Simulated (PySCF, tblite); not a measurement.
# C7H13B: geometry, infrared bands and NMR shifts

Aim: predict the infrared bands and NMR shifts of C7H13B (`BCC(C)(C)CC#C`).

Computed with tblite 0.8.0 and PySCF 2.14.0, with density-fitted response routines of our own, on a single molecule in the gas phase. Atoms are numbered from 0 throughout.

## (1) Starting geometry

21 atoms, charge 0, multiplicity 1; geometry from: force field or distance geometry start.

Bonds of the start (Å): B0–C1 1.56, C1–C2 1.49, C2–C3 1.54, C2–C4 1.52, C2–C5 1.48, C5–C6 1.47, C6–C7 1.21, B0–H8 1.18, B0–H9 1.21, C1–H10 1.12, C1–H11 1.12, C3–H12 1.09, C3–H13 1.11, C3–H14 1.11, C4–H15 1.11, C4–H16 1.10, C4–H17 1.13, C5–H18 1.10, C5–H19 1.13, C7–H20 1.05.

## (2) Geometry optimisation with GFN2-xTB

What the job is given:

```
{"job": {"kind": "relax", "xc": "GFN2-xTB", "basis": "xTB"}, "charge": 0, "multiplicity": 1}
B     -0.776700     1.818800     0.917300
C     -1.264100     0.508200     0.224100
C     -0.220800    -0.507300    -0.106000
C     -0.986000    -1.663700    -0.767300
C      0.339100    -1.080500     1.191500
C      0.908000    -0.060000    -0.958500
C      1.703100     1.020900    -0.362500
C      2.374900     1.897200     0.132900
H     -0.381200     2.769200     0.341200
H     -1.260600     2.075900     1.999100
H     -2.004100     0.007000     0.902200
H     -1.760800     0.818600    -0.725600
H     -1.691700    -1.243800    -1.487700
H     -0.191400    -2.315200    -1.192700
H     -1.508600    -2.165000     0.070400
H     -0.480000    -1.518600     1.796700
H      0.959800    -0.356600     1.737800
H      1.026700    -1.929100     0.915100
H      0.628100     0.213400    -1.981800
H      1.618200    -0.928000    -1.060800
H      2.959100     2.655800     0.568800
```

On the command line:

```bash
$ OMP_NUM_THREADS=1 python probes_run.py task.json out
```

This one command runs all jobs of the session in turn.

**Question.** This job is followed by: GFN2-xTB harmonic vibrations, gas phase; GIAO PBE0/pcSseg-1 NMR shielding, non-relativistic, gas phase. What will the session give for the following? strongest single infrared mode (GFN2-xTB); zero-point energy (GFN2-xTB); ¹³C shifts against TMS (PBE0/pcSseg-1, means over atoms taken as alike); ¹H shifts against TMS (PBE0/pcSseg-1, means over atoms taken as alike); ¹¹B shifts against BF3·OEt2 (PBE0/pcSseg-1).

As calculated:

| quantity | value |
| --- | --- |
| strongest single infrared mode (GFN2-xTB) | 2577 cm⁻¹, 193 km/mol |
| zero-point energy (GFN2-xTB) | 112.0 kcal/mol |
| ¹³C shifts against TMS (PBE0/pcSseg-1, means over atoms taken as alike) | 108.3, 78.0, 59.7, 34.0, 33.9, 32.5 ppm |
| ¹H shifts against TMS (PBE0/pcSseg-1, means over atoms taken as alike) | 4.59, 2.21, 1.86, 1.27, 1.00 ppm |
| ¹¹B shifts against BF3·OEt2 (PBE0/pcSseg-1) | 17.4 ppm |

Over 126 steps the energy fell by 0.812 eV; of the close pairs, C2–C5 changed most, 1.484 to 1.549 Å. No mode is imaginary among the 57: a minimum at this level. The strongest single mode, at 2577 cm⁻¹, moves mainly H8 and H9. Unscaled tight-binding wavenumbers are off by several per cent, some by more. Its intensities can rank the bands wrongly. At PBE0/pcSseg-1: Shielding is most anisotropic at C6 (span 333 ppm, paramagnetic term -186 ppm).
